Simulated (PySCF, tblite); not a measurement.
# BBrGe₂H₆: geometry, infrared bands, NMR shifts and spin-spin couplings

Wanted: the infrared bands, NMR shifts and spin-spin couplings of BBrGe₂H₆ (`[GeH3][BH][GeH2][Br]`), by calculation.

Computed with tblite 0.8.0 and PySCF 2.14.0, with density-fitted response routines of our own, on a single molecule in the gas phase. Atoms are numbered from 0 throughout.

## Step 1: The starting structure

10 atoms, charge 0, multiplicity 1; geometry from: force field or distance geometry start.

Bonds of the start (Å): Ge0–B1 2.00, B1–Ge2 2.02, Ge2–Br3 2.31, Ge0–H4 1.54, Ge0–H5 1.55, Ge0–H6 1.56, B1–H7 1.20, Ge2–H8 1.55, Ge2–H9 1.55.

## Step 2: Geometry optimisation with GFN2-xTB

What the job is given:

```
{"job": {"kind": "relax", "xc": "GFN2-xTB", "basis": "xTB"}, "charge": 0, "multiplicity": 1}
Ge    -1.779400    -0.172000    -0.074600
B     -0.003700     0.082700     0.814700
Ge     1.677200     0.275100    -0.290300
Br     3.142900    -1.441500     0.201400
H     -1.597800    -0.164500    -1.604500
H     -2.406600    -1.523300     0.363900
H     -2.733200     0.991400     0.332200
H      0.080100     0.103000     2.007100
H      2.342100     1.638400     0.019000
H      1.287100     0.215200    -1.791500
```

The run is started by

```
OMP_NUM_THREADS=1 python probes_run.py task.json out
```

This one command runs all jobs of the session in turn.

The log of the run:

```text
step      E/eV     max force
  0    -332.77702    0.822
  1    -332.82809    0.708
  2    -332.94287    1.110
  3    -332.97218    0.691
  4    -332.99730    0.310
  5    -333.00383    0.398
  6    -333.01554    0.333
  7    -333.02183    0.255
  8    -333.02735    0.227
  9    -333.03021    0.200
 10    -333.03215    0.185
 11    -333.03371    0.137
 12    -333.03504    0.134
 13    -333.03611    0.110
 14    -333.03706    0.121
 15    -333.03783    0.120
 16    -333.03844    0.089
 17    -333.03889    0.066
 18    -333.03915    0.037
 19    -333.03937    0.045
 20    -333.03966    0.055
 21    -333.04013    0.082
 22    -333.04081    0.101
 23    -333.04156    0.089
 24    -333.04211    0.056
 25    -333.04244    0.051
 26    -333.04276    0.051
 27    -333.04327    0.075
 28    -333.04397    0.098
 29    -333.04464    0.084
 30    -333.04504    0.060
 31    -333.04522    0.045
 32    -333.04538    0.040
 33    -333.04560    0.051
 34    -333.04581    0.048
 35    -333.04592    0.026
 36    -333.04597    0.017
 37    -333.04601    0.019
 38    -333.04607    0.030
 39    -333.04615    0.039
 40    -333.04624    0.028
 41    -333.04629    0.017
 42    -333.04631    0.011
 43    -333.04632    0.017
 44    -333.04635    0.026
 45    -333.04641    0.031
 46    -333.04650    0.039
 47    -333.04658    0.031
 48    -333.04661    0.012
 49    -333.04662    0.005
```

Run time: 0.25 s. Hardware: 1 thread of Arm Neoverse V1, shared host.

Step by step: (not every step is listed)

| step | energy from step 0 (eV) | largest force (eV/Å) |
| --- | --- | --- |
| 0 | 0.0000 | 0.8222 |
| 1 | -0.0511 | 0.7079 |
| 2 | -0.1659 | 1.1102 |
| 3 | -0.1952 | 0.6910 |
| 4 | -0.2203 | 0.3105 |
| 5 | -0.2268 | 0.3978 |
| 6 | -0.2385 | 0.3326 |
| 7 | -0.2448 | 0.2553 |
| 8 | -0.2503 | 0.2269 |
| 11 | -0.2567 | 0.1366 |
| 14 | -0.2600 | 0.1214 |
| 17 | -0.2619 | 0.0661 |
| 20 | -0.2626 | 0.0552 |
| 23 | -0.2645 | 0.0890 |
| 26 | -0.2657 | 0.0510 |
| 29 | -0.2676 | 0.0842 |
| 32 | -0.2684 | 0.0402 |
| 35 | -0.2689 | 0.0256 |
| 38 | -0.2690 | 0.0300 |
| 41 | -0.2693 | 0.0171 |
| 44 | -0.2693 | 0.0263 |
| 45 | -0.2694 | 0.0314 |
| 46 | -0.2695 | 0.0392 |
| 47 | -0.2696 | 0.0310 |
| 48 | -0.2696 | 0.0124 |
| 49 | -0.2696 | 0.0047 |

Close pairs (by a distance rule), those that changed most:

| bond | before (Å) | after (Å) | change (Å) |
| --- | --- | --- | --- |
| Ge0–H6 | 1.558 | 1.496 | -0.062 |
| Ge0–H5 | 1.553 | 1.494 | -0.059 |
| Ge0–H4 | 1.541 | 1.496 | -0.045 |
| Ge2–H9 | 1.552 | 1.518 | -0.034 |
| Ge2–H8 | 1.548 | 1.521 | -0.027 |
| B1–H7 | 1.196 | 1.169 | -0.026 |
| Ge2–Br3 | 2.310 | 2.298 | -0.012 |
| B1–Ge2 | 2.021 | 2.010 | -0.011 |

The end geometry stands in the next job.

## Step 3: Vibrational analysis with GFN2-xTB

What the job is given:

```
{"job": {"kind": "ir", "xc": "GFN2-xTB", "basis": "xTB"}, "charge": 0, "multiplicity": 1}
Ge    -1.804807    -0.180709    -0.043545
B     -0.017887     0.090004     0.793428
Ge     1.655702     0.341214    -0.290627
Br     3.092412    -1.373684     0.232975
H     -1.838776    -0.187576    -1.538818
H     -2.468473    -1.458004     0.356117
H     -2.798399     0.868721     0.343393
H      0.089278     0.070258     1.957535
H      2.503329     1.576556    -0.027917
H      1.596503     0.257873    -1.805069
```

The log of the run:

```text
mode    cm-1     km/mol
  1       9.9      3.95
  2      37.2      0.28
  3      94.6      4.12
  4     115.3      1.05
  5     281.5      6.77
  6     336.1     30.31
  7     351.5     35.65
  8     388.6     11.75
  9     546.3     79.29
 10     554.2     24.54
 11     627.2     15.98
 12     654.3     64.56
 13     677.7    332.29
 14     811.4    385.71
 15     854.8    128.47
 16     880.6    140.71
 17     889.6    118.21
 18     941.4      5.84
 19    1838.2    301.87
 20    1901.6    401.57
 21    2003.5    199.82
 22    2068.3    390.97
 23    2078.5    394.10
 24    2656.8     58.40
```

Run time: 0.25 s. Hardware: 1 thread of Arm Neoverse V1, shared host.

Which atoms move in the most intense modes:

| cm⁻¹ | km/mol | atoms |
| --- | --- | --- |
| 678 | 332.3 | H9 62 %, H8 23 %, B1 11 % |
| 811 | 385.7 | H6 35 %, H5 34 %, H4 21 % |
| 881 | 140.7 | H5 33 %, H6 26 %, H4 24 % |
| 1838 | 301.9 | H8 71 %, H9 28 % |
| 1902 | 401.6 | H9 70 %, H8 28 % |
| 2004 | 199.8 | H6 42 %, H4 32 %, H5 26 % |
| 2068 | 391.0 | H6 57 %, H4 22 %, H5 19 % |
| 2078 | 394.1 | H5 53 %, H4 45 % |

## Step 4: NMR shieldings: PBE0/pcSseg-1

Settings changed since step 3:

```diff
@@ -1,2 +1,2 @@
-{"job": {"kind": "ir", "xc": "GFN2-xTB", "basis": "xTB"}, "charge": 0, "multiplicity": 1}
+{"job": {"kind": "nmr", "xc": "PBE0", "basis": "pcSseg-1"}, "charge": 0, "multiplicity": 1}
 Ge    -1.804807    -0.180709    -0.043545
```

With the program's defaults for keys left out, this is: GIAO PBE0/pcSseg-1 NMR shielding, non-relativistic, gas phase.

The log of the run:

```text
coarse grid: 42176 points
cycle   1  E = -6754.9397775658  dE = -2.356e+00  |g| = 1.346e+00  |ddm| = 3.143e+00
cycle   2  E = -6754.9185003055  dE =  2.128e-02  |g| = 1.180e+00  |ddm| = 1.094e+00
cycle   3  E = -6755.0225984341  dE = -1.041e-01  |g| = 1.969e-01  |ddm| = 7.535e-01
cycle   4  E = -6755.0263405168  dE = -3.742e-03  |g| = 4.705e-02  |ddm| = 1.529e-01
cycle   5  E = -6755.0265676240  dE = -2.271e-04  |g| = 7.883e-03  |ddm| = 4.227e-02
cycle   6  E = -6755.0265807727  dE = -1.315e-05  |g| = 1.580e-03  |ddm| = 9.916e-03
cycle   7  E = -6755.0265811075  dE = -3.348e-07  |g| = 4.403e-04  |ddm| = 1.339e-03
final grid: 82592 points
cycle   8  E = -6755.0265270377  dE = -3.497e-08  |g| = 5.186e-04  |ddm| = 1.660e-03
cycle   9  E = -6755.0265270267  dE =  1.100e-08  |g| = 6.079e-04  |ddm| = 1.161e-03
cycle  10  E = -6755.0265270803  dE = -5.357e-08  |g| = 4.895e-05  |ddm| = 5.985e-04
cycle  11  E = -6755.0265270806  dE = -3.238e-10  |g| = 8.306e-06  |ddm| = 4.055e-05
converged SCF energy = -6755.0265270806

GIAO shielding tensors (ppm)
atom      isotropic    diamagn.    paramagn.     s11        s22        s33       span
  0 Ge    1669.426    2755.896   -1086.470   1597.323   1658.099   1752.856    155.534
  1 B      -43.497     193.106    -236.603   -195.047    -84.188    148.743    343.791
  2 Ge    1479.256    2754.857   -1275.601   1350.346   1482.120   1605.304    254.958
  3 Br    2924.423    3123.409    -198.986   2708.169   2979.763   3085.337    377.168
  4 H       28.084      29.049      -0.964     21.307     24.301     38.645     17.338
  5 H       28.023      28.582      -0.559     21.823     22.532     39.713     17.890
  6 H       28.145      28.580      -0.434     21.543     22.828     40.065     18.522
  7 H       18.154      28.527     -10.374      1.342     25.422     27.697     26.356
  8 H       26.124      27.547      -1.423     18.663     22.118     37.593     18.930
  9 H       26.089      27.936      -1.848     18.889     22.294     37.082     18.193
```

Wall time 30 s (1 thread of Arm Neoverse V1, shared host); peak memory 0.82 GiB.

The references, computed at this level on geometries of the same kind, shield at (ppm): ¹H TMS 31.72, ¹¹B BF3·OEt2 100.1, ⁷³Ge GeMe4 1331, ⁷⁹Br HBr 2622. Their shielding less the atom's gives the shift. The references are single molecules in the gas phase. Atoms listed in one row are averaged.

| atoms | environment | σ (ppm) | δ (ppm) |
| --- | --- | --- | --- |
| H7 | hydrogen on a boron bonded to 2 Ge | 18.15 | 13.56 |
| H8, H9 | hydrogen on a germanium bonded to B, Br | 26.11 | 5.61 |
| H4, H5, H6 | hydrogen on a germanium bonded to B | 28.08 | 3.63 |
| Ge2 | germanium bonded to B, Br, 2 H | 1479 | -148 |
| Ge0 | germanium bonded to B, 3 H | 1669 | -338 |
| B1 | boron bonded to 2 Ge, H | -43.5 | 143.6 |
| Br3 | bromine bonded to Ge | 2924 | -302 |

Charges from the same density, by scheme (e):

| atoms | Mulliken | IAO | Hirshfeld | ESP fit |
| --- | --- | --- | --- | --- |
| Ge0 | 0.00 | 0.34 | 0.22 | 0.09 |
| B1 | -0.07 | -0.29 | 0.05 | 0.33 |
| Ge2 | 0.27 | 0.50 | 0.26 | -0.01 |
| Br3 | -0.36 | -0.26 | -0.15 | -0.17 |

Mayer bond orders: Ge0–B1 0.93, B1–Ge2 0.93, Ge2–Br3 0.90.

## Step 5: Indirect couplings: B3LYP/pcSseg-1+pcJ-1

Settings changed since step 4:

```diff
@@ -1,2 +1,2 @@
-{"job": {"kind": "nmr", "xc": "PBE0", "basis": "pcSseg-1"}, "charge": 0, "multiplicity": 1}
+{"job": {"kind": "j", "xc": "B3LYP", "basis": "pcJ-1"}, "charge": 0, "multiplicity": 1}
 Ge    -1.804807    -0.180709    -0.043545
```

Method: B3LYP/pcJ-1 Br:pcSseg-1 Ge:pcSseg-1 indirect spin-spin coupling, non-relativistic, gas phase.

The log of the run:

```text
coarse grid: 42176 points
cycle   1  E = -6755.9453033610  dE = -2.345e+00  |g| = 1.443e+00  |ddm| = 2.974e+00
cycle   2  E = -6755.9078829378  dE =  3.742e-02  |g| = 1.334e+00  |ddm| = 1.212e+00
cycle   3  E = -6756.0413478255  dE = -1.335e-01  |g| = 2.222e-01  |ddm| = 8.718e-01
cycle   4  E = -6756.0463370524  dE = -4.989e-03  |g| = 5.931e-02  |ddm| = 1.906e-01
cycle   5  E = -6756.0467607214  dE = -4.237e-04  |g| = 1.079e-02  |ddm| = 5.950e-02
cycle   6  E = -6756.0467880943  dE = -2.737e-05  |g| = 1.886e-03  |ddm| = 1.397e-02
cycle   7  E = -6756.0467885988  dE = -5.045e-07  |g| = 5.562e-04  |ddm| = 1.737e-03
final grid: 82592 points
cycle   8  E = -6756.0467252939  dE = -2.932e-08  |g| = 6.814e-04  |ddm| = 1.974e-03
cycle   9  E = -6756.0467252580  dE =  3.589e-08  |g| = 8.537e-04  |ddm| = 1.685e-03
cycle  10  E = -6756.0467253758  dE = -1.178e-07  |g| = 7.819e-05  |ddm| = 8.989e-04
cycle  11  E = -6756.0467253766  dE = -7.767e-10  |g| = 1.202e-05  |ddm| = 6.332e-05
converged SCF energy = -6756.0467253766

Indirect spin-spin couplings (Hz)
  i      j    bonds     total        FC       PSO       DSO        SD
  1 B    4 H    2      7.151     8.026    -0.074    -0.822     0.021
  1 B    5 H    2      6.865     7.433     0.075    -0.739     0.096
  1 B    6 H    2      8.581     9.108     0.081    -0.718     0.110
  1 B    7 H    1    144.825   146.137    -3.183     1.441     0.430
  1 B    8 H    2     13.705    14.251     0.151    -0.772     0.075
  1 B    9 H    2     14.382    15.138     0.060    -0.835     0.019
  4 H    5 H    2     -0.136     2.559     1.133    -3.828         -
  4 H    6 H    2     -1.880     0.754     1.116    -3.750         -
  4 H    7 H    3     12.665    14.697     1.257    -3.290         -
  4 H    8 H    4     -0.740     0.294     0.468    -1.502         -
  4 H    9 H    4      1.397     0.024    -0.564     1.937         -
  5 H    6 H    2    -16.072   -13.481     1.106    -3.697         -
  5 H    7 H    3     -0.965    -0.621     0.421    -0.764         -
  5 H    8 H    4     -7.809    -6.235     0.727    -2.301         -
  5 H    9 H    4     -0.879     0.082     0.445    -1.406         -
  6 H    7 H    3     -1.655    -1.255     0.465    -0.866         -
  6 H    8 H    4     12.134    12.918     0.395    -1.180         -
  6 H    9 H    4     -1.136    -0.143     0.461    -1.454         -
  7 H    8 H    3     -1.473    -1.067     0.433    -0.838         -
  7 H    9 H    3     11.259    13.308     1.251    -3.300         -
  8 H    9 H    2      9.084    11.136     0.845    -2.896         -
```

Wall time 58 s (1 thread of Arm Neoverse V1, shared host); peak memory 0.95 GiB.

Couplings of 1 Hz or more, nine at most for each number of bonds, with means over like pairs (isotopes 11B, 1H):

| pair | bonds | J (Hz) | Fermi contact (Hz) |
| --- | --- | --- | --- |
| B1–H7 | 1 | 144.8 | 146.1 |
| B1–H8 | 2 | 14.0 | 14.7 |
| H8–H9 | 2 | 9.1 | 11.1 |
| B1–H4 | 2 | 7.5 | 8.2 |
| H4–H5 | 2 | -6.0 | -3.4 |
| H7–H8 | 3 | 4.9 | 6.1 |
| H4–H7 | 3 | 3.3 | 4.3 |

The spin-dipole term was solved for some atoms only; pairs without it lack that part.

The response was solved for the nuclei of B, H alone, so couplings that need other nuclei can be missing.

Quadrupole couplings from the field gradients of the same density:

| atom | isotope | eQq/h (MHz) | η |
| --- | --- | --- | --- |
| Br3 | 79Br | 391.3 | 0.06 |
| Ge2 | 73Ge | -105.3 | 0.39 |
| Ge0 | 73Ge | 22.3 | 0.17 |
| B1 | 11B | 5.869 | 0.14 |

Shifts (PBE0/pcSseg-1, unscaled) and these couplings together give the proton spectrum at 500 MHz below. Couplings to quadrupolar nuclei are left out.

¹H NMR δ 13.56 (br, 1H), 5.61 (m, 2H), 3.63 (m, 3H).

## Step 6: Outcome

| quantity | value |
| --- | --- |
| strongest single infrared mode (GFN2-xTB) | 1902 cm⁻¹, 402 km/mol |
| zero-point energy (GFN2-xTB) | 30.9 kcal/mol |
| ¹H shifts against TMS (PBE0/pcSseg-1, means over atoms taken as alike) | 13.56, 5.61, 3.63 ppm |
| ⁷³Ge shifts against GeMe4 (PBE0/pcSseg-1) | -148, -338 ppm |
| ¹¹B shifts against BF3·OEt2 (PBE0/pcSseg-1) | 143.6 ppm |
| ⁷⁹Br shifts against HBr (PBE0/pcSseg-1) | -302 ppm |
| largest coupling of the table (B3LYP/pcSseg-1+pcJ-1) | ¹J(B,H) B1–H7, 144.8 Hz |

**Reading.** Relaxing lowered the energy by 0.270 eV in 49 steps; the close pair that moved most is Ge0–H6, from 1.558 to 1.496 Å. No mode is imaginary among the 24: a minimum at this level. The strongest single mode, at 1902 cm⁻¹, moves mainly H9. Unscaled tight-binding wavenumbers are off by several per cent, some by more. Its intensities can rank the bands wrongly. At PBE0/pcSseg-1: Shielding is most anisotropic at Br3 (span 377 ppm, paramagnetic term -199 ppm). Of the pairs tabulated at B3LYP/pcSseg-1+pcJ-1, B1–H7 couples most strongly (144.8 Hz; Fermi contact 146.1 Hz). Couplings across rotatable bonds belong to this one conformer; where others are populated, the observed values are averages. Spin-orbit coupling is left out, which matters for shieldings and couplings at and beside the heavy atoms.
